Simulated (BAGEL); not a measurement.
# GaNH3OF (SMILES [NH2][Ga]([OH])[F]) at HF/6-31G(d) (density fitting with qzvpp-jkfit, spherical functions)

What is the energy change on altering one bond length of GaNH3OF at HF/6-31G* (density fitting with qzvpp-jkfit, spherical functions)? 

The results are computed with BAGEL 1.2.2.

3 further runs of the same task are left out: 1 that didn't finish, 2 set aside as unsound or not needed.

## (1) Starting point

The species is GaNH3OF (7 atoms), meant as a singlet with charge 0. SMILES: `[NH2][Ga]([OH])[F]`. The shape comes from GFN2-xTB, which is rough for such elements, and wasn't checked as a minimum. This is one conformer, not always the lowest.

Bond lengths: N1–Ga2 1.834 Å, Ga2–O3 1.734 Å, Ga2–F4 1.755 Å, N1–H5 1.016 Å, N1–H6 1.015 Å, O3–H7 0.959 Å. Angles: N1–Ga2–O3 124.7°, N1–Ga2–F4 120.1°, O3–Ga2–F4 115.1°, Ga2–N1–H5 114.5°, Ga2–N1–H6 113.5°, Ga2–O3–H7 118.9°, H5–N1–H6 109.6°.

## (2) The energy at HF/6-31G(d) (density fitting with qzvpp-jkfit, spherical functions)

Contents of input.json:

```json
{ "bagel" : [

{
  "title" : "molecule",
  "basis" : "6-31gs.json",
  "df_basis" : "qzvpp-jkfit",
  "angstrom" : true,
  "geometry" : [
    { "atom" : "N", "xyz" : [   -0.851490,    1.158230,   -0.376200 ] },
    { "atom" : "Ga", "xyz" : [    0.088290,   -0.390130,   -0.089880 ] },
    { "atom" : "O", "xyz" : [    1.675530,   -0.467200,    0.604310 ] },
    { "atom" : "F", "xyz" : [   -0.564390,   -1.928440,   -0.626470 ] },
    { "atom" : "H", "xyz" : [   -1.859620,    1.039050,   -0.412920 ] },
    { "atom" : "H", "xyz" : [   -0.620660,    1.898260,    0.278580 ] },
    { "atom" : "H", "xyz" : [    2.132330,   -1.309770,    0.622580 ] }
  ]
},
{ "title" : "hf" },
{ "title" : "print", "file" : "orbitals.molden", "orbitals" : true }

]}
```

The basis set 6-31G* is read from a file made from the Basis Set Exchange's data (not shown).

Started as:

```sh
$ BAGEL_NUM_THREADS=1 BAGEL input.json > input.out
```

What it wrote:

```text
* using 1 threads per process

  ===============================================================
  ===============================================================

  *** Geometry ***

  { "atom" : "N", "xyz" : [     -1.609083,      2.188737,     -0.710915 ] },
  { "atom" : "Ga", "xyz" : [      0.166844,     -0.737239,     -0.169849 ] },
  { "atom" : "O", "xyz" : [      3.166293,     -0.882880,      1.141980 ] },
  { "atom" : "F", "xyz" : [     -1.066543,     -3.644223,     -1.183857 ] },
  { "atom" : "H", "xyz" : [     -3.514172,      1.963520,     -0.780306 ] },
  { "atom" : "H", "xyz" : [     -1.172877,      3.587192,      0.526440 ] },
  { "atom" : "H", "xyz" : [      4.029520,     -2.475107,      1.176506 ] },

  Number of auxiliary basis functions:      551

  Since a DF basis is specified, we compute 2- and 3-index integrals:
    o Being stored without compression. Storage requirement is 0.028 GB

  Number of basis functions:       80
  Number of electrons      :       58

    * METHOD: MOLECULE                             0.33

  *** RHF ***

  === Nuclear Repulsion ===
   295.7176864053

      * DIIS with orbital gradients will be used.

  === RHF iteration (6-31gs.json) ===
      0      -2153.17483777          0.02790353           0.11
      1      -2153.38902657          0.01851640           0.11
      2      -2153.53642342          0.00136624           0.11
      3      -2153.53725848          0.00062656           0.11
      4      -2153.53741945          0.00008549           0.11
      5      -2153.53742742          0.00002464           0.11
      6      -2153.53742851          0.00000744           0.11
      7      -2153.53742860          0.00000282           0.11
      8      -2153.53742860          0.00000091           0.11
      9      -2153.53742860          0.00000030           0.11
     10      -2153.53742860          0.00000014           0.11
     11      -2153.53742860          0.00000005           0.11
     12      -2153.53742860          0.00000002           0.11
     13      -2153.53742860          0.00000001           0.11
    * SCF iteration converged.

    * Permanent dipole moment:
           (    0.181552,    -0.318665,    -0.517980) a.u.

    * METHOD: HF                                   1.81

    * METHOD: PRINT                                0.01

  ===============================================================
```

Wall time 2.3 s (1 thread of Arm Neoverse V2, shared host); peak memory 0.13 GiB.

## (3) The distorted shape, same level

Contents of calc.json:

```json
{ "bagel": [

{
  "title": "molecule",
  "basis": "6-31gs.json",
  "df_basis": "qzvpp-jkfit",
  "angstrom": true,
  "geometry": [
    { "atom": "N", "xyz": [      -1.133447,       1.622776,      -0.462103 ] },
    { "atom": "Ga", "xyz": [       0.088290,      -0.390130,      -0.089880 ] },
    { "atom": "O", "xyz": [       1.675530,      -0.467200,       0.604310 ] },
    { "atom": "F", "xyz": [      -0.564390,      -1.928440,      -0.626470 ] },
    { "atom": "H", "xyz": [      -2.141577,       1.503596,      -0.498823 ] },
    { "atom": "H", "xyz": [      -0.902617,       2.362806,       0.192677 ] },
    { "atom": "H", "xyz": [       2.132330,      -1.309770,       0.622580 ] }
  ]
},

{ "title": "hf" },

{ "title": "print", "file": "orbitals.molden", "orbitals": true }

]}
```

The basis set 6-31G* is read from a file made from the Basis Set Exchange's data (not shown).

Started as:

```sh
$ BAGEL_NUM_THREADS=1 BAGEL calc.json > calc.out
```

What it wrote:

```text
* using 1 threads per process

  ===============================================================
  ===============================================================

  *** Geometry ***

  { "atom" : "N", "xyz" : [     -2.141904,      3.066602,     -0.873248 ] },
  { "atom" : "Ga", "xyz" : [      0.166844,     -0.737239,     -0.169849 ] },
  { "atom" : "O", "xyz" : [      3.166293,     -0.882880,      1.141980 ] },
  { "atom" : "F", "xyz" : [     -1.066543,     -3.644223,     -1.183857 ] },
  { "atom" : "H", "xyz" : [     -4.046994,      2.841385,     -0.942639 ] },
  { "atom" : "H", "xyz" : [     -1.705699,      4.465056,      0.364107 ] },
  { "atom" : "H", "xyz" : [      4.029520,     -2.475107,      1.176506 ] },

  Number of auxiliary basis functions:      551

  Since a DF basis is specified, we compute 2- and 3-index integrals:
    o Being stored without compression. Storage requirement is 0.028 GB

  Number of basis functions:       80
  Number of electrons      :       58

    * METHOD: MOLECULE                             0.32

  *** RHF ***

  === Nuclear Repulsion ===
   275.4106780840

      * DIIS with orbital gradients will be used.

  === RHF iteration (6-31gs.json) ===
      0      -2153.04465857          0.02953883           0.11
      1      -2153.26285764          0.02123141           0.11
      2      -2153.46615285          0.00150643           0.11
      3      -2153.46764127          0.00077902           0.11
      4      -2153.46797764          0.00018016           0.11
      5      -2153.46803990          0.00007819           0.11
      6      -2153.46805125          0.00003499           0.11
      7      -2153.46805272          0.00001085           0.11
      8      -2153.46805291          0.00000395           0.11
      9      -2153.46805293          0.00000265           0.11
     10      -2153.46805295          0.00000106           0.11
     11      -2153.46805295          0.00000056           0.11
     12      -2153.46805295          0.00000024           0.11
     13      -2153.46805295          0.00000012           0.11
     14      -2153.46805295          0.00000004           0.11
     15      -2153.46805295          0.00000002           0.11
     16      -2153.46805295          0.00000001           0.11
     17      -2153.46805296          0.00000001           0.11
    * SCF iteration converged.

    * Permanent dipole moment:
           (   -0.095447,     0.075471,    -0.551329) a.u.

    * METHOD: HF                                   2.24

    * METHOD: PRINT                                0.01

  ===============================================================
```

Run time: 2.8 s. Hardware: 1 thread of Arm Neoverse V2, shared host; peak memory 0.13 GiB.

## (4) Results

Level: HF/6-31G* (density fitting with qzvpp-jkfit, spherical functions).

| quantity | value |
| --- | --- |
| first shape: total energy | -2153.53743 Eh |
| first shape: dipole moment | 1.61 D |
| first shape: HOMO energy | -11.51 eV |
| first shape: LUMO energy | 2.20 eV |
| first shape: HOMO–LUMO gap | 13.71 eV |
| distorted shape: total energy | -2153.46805 Eh |
| distorted shape: dipole moment | 1.44 D |
| distorted shape: HOMO energy | -10.15 eV |
| distorted shape: LUMO energy | 1.27 eV |
| distorted shape: HOMO–LUMO gap | 11.42 eV |
| energy change with the N1–Ga2 bond stretched from 1.834 to 2.384 Å | 1.888 eV |

What this shows: With the N1–Ga2 bond stretched from 1.834 to 2.384 Å the energy rises by 1.89 eV (44 kcal/mol). The first shape isn't relaxed at this level, so the change isn't measured from a minimum.
